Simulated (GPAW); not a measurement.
K3Ge:

```
Ge K
1.0
     0.00000    4.31101    4.31101
     4.31101    0.00000    4.31101
     4.31101    4.31101    0.00000
Ge K
1 3
Direct
  0.00000 0.00000 0.00000
  0.50000 0.50000 0.50000
  0.75000 0.75000 0.75000
  0.25000 0.25000 0.25000
```

The cell comes from a database or a generator and needn't be the stable form of this composition.

* Program: GPAW 26.7.0
* Task: single point
* Functional: PBE
* Potentials or basis: GPAW PAW data sets (gpaw-data 1.2.1)
* Cutoff: 600 eV
* Basis: pw
* k mesh: 6 × 6 × 6
* Occupations: fermi-dirac, width 0.05 eV
* Spin: no spin polarisation

On this cell: pressure 0.0 GPa; largest force zero by symmetry; band gap on the k mesh none (metal or under the smearing width).

The same run follows on a disturbed copy (atoms moved at random, drawn with an rms of 0.05 Å):

```
Ge K
1.0
     0.00000    4.31101    4.31101
     4.31101    0.00000    4.31101
     4.31101    4.31101    0.00000
Ge K
1 3
Direct
  0.00777 0.98668 0.00367
  0.50156 0.50526 0.49612
  0.73992 0.74371 0.75079
  0.24481 0.25289 0.25557
```

What does the disturbed cell give?

The energy (extrapolated to zero smearing) moves by +2.0 meV/atom; pressure 0.1 GPa; largest force 0.107 eV/Å; band gap on the k mesh none (metal or under the smearing width).

Forces in eV/Å, atoms in the order of the input:
```
Ge   0.036 -0.048 -0.018
K    0.004 -0.020 -0.056
K    0.022  0.064  0.083
K   -0.062  0.004 -0.010
```

Stress tensor (GPa, compression positive):
```
0.05 0.05 0.04
0.05 0.05 0.07
0.04 0.07 0.05
```
